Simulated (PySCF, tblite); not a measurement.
**C6H14OP2: geometry, infrared bands and NMR shifts**

Aim: predict the infrared bands and NMR shifts of C6H14OP2 (`C=C(C)[P@](C)(=O)P(C)C`).

Programs: tblite 0.8.0 and PySCF 2.14.0, with density-fitted response routines of our own. Each step states its level of theory. These are calculated values for one molecule in the gas phase, unless marked as measured. Atoms count from 0, in the outputs and in this text.

## Step 1: Starting geometry

23 atoms, charge 0, multiplicity 1; geometry from: force field or distance geometry start.

Bonds of the start (Å): C0–C1 1.33, C1–C2 1.51, C1–P3 1.78, P3–C4 1.82, P3–O5 1.50, P3–P6 2.16, P6–C7 1.85, P6–C8 1.84, C0–H9 1.07, C0–H10 1.09, C2–H11 1.11, C2–H12 1.11, C2–H13 1.10, C4–H14 1.11, C4–H15 1.11, C4–H16 1.10, C7–H17 1.11, C7–H18 1.10, C7–H19 1.11, C8–H20 1.11, C8–H21 1.13, C8–H22 1.11.

## Step 2: Optimising the geometry with GFN2-xTB

What the job is given:

```
{"job": {"kind": "relax", "xc": "GFN2-xTB", "basis": "xTB"}, "charge": 0, "multiplicity": 1}
C      2.382900     1.147900     1.056500
C      1.821400     0.200900     0.302400
C      2.579400    -1.108300     0.261800
P      0.294200     0.446300    -0.585400
C      0.196200    -0.738000    -1.963400
O      0.293100     1.870300    -1.042300
P     -1.403700    -0.043300     0.664400
C     -2.642500    -0.897700    -0.415400
C     -2.089700     1.412000     1.551700
H      3.291100     1.035900     1.609600
H      1.856800     2.104100     1.115500
H      2.436100    -1.542000    -0.749600
H      3.668200    -0.907200     0.382800
H      2.222700    -1.825200     1.016500
H     -0.071900    -1.708300    -1.489100
H     -0.640700    -0.398300    -2.611000
H      1.133800    -0.798300    -2.534900
H     -2.759900    -1.930200    -0.013800
H     -3.581900    -0.319600    -0.374900
H     -2.271200    -1.010500    -1.458900
H     -3.162700     1.548000     1.303600
H     -2.067300     1.173700     2.651800
H     -1.489300     2.314800     1.332100
```

Command:

```console
> OMP_NUM_THREADS=1 python probes_run.py task.json out
```

One launch serves the whole session: the jobs run in the order shown.

**Question.** This job is followed by: GFN2-xTB harmonic vibrations, gas phase; GIAO PBE0/pcSseg-1 NMR shielding, non-relativistic, gas phase. Predict these results of the whole session: strongest single infrared mode (GFN2-xTB); zero-point energy (GFN2-xTB); 13C shifts against TMS (PBE0/pcSseg-1, means over atoms taken as alike); 1H shifts against TMS (PBE0/pcSseg-1, means over atoms taken as alike); 31P shifts against H3PO4 (PBE0/pcSseg-1); 17O shifts against H2O (PBE0/pcSseg-1).

The runs gave:

| quantity | value |
| --- | --- |
| strongest single infrared mode (GFN2-xTB) | 1234 cm⁻¹, 176 km/mol |
| zero-point energy (GFN2-xTB) | 116.2 kcal/mol |
| 13C shifts against TMS (PBE0/pcSseg-1, means over atoms taken as alike) | 150.3, 135.3, 20.5, 18.9, 7.9 ppm |
| 1H shifts against TMS (PBE0/pcSseg-1, means over atoms taken as alike) | 6.37, 6.22, 1.91, 1.43, 1.18 ppm |
| 31P shifts against H3PO4 (PBE0/pcSseg-1) | 24.4, -90.4 ppm |
| 17O shifts against H2O (PBE0/pcSseg-1) | 76.7 ppm |

In words: The optimisation took 193 steps and gained 1.446 eV; among the close pairs (by a distance rule), P3–P6 changed most, from 2.164 to 2.222 Å. All 63 modes are real, so the xTB geometry is a minimum. The strongest single mode, at 1234 cm⁻¹, moves mainly O5 and P3. Unscaled tight-binding wavenumbers are off by several per cent, some by more. Its intensities can rank the bands wrongly. The most deshielded carbon is C1 (fully substituted alkene carbon), at 150.3 ppm: the olefinic region. At PBE0/pcSseg-1: The widest tensor belongs to P3: span 262 ppm, with a paramagnetic part of -675 ppm.
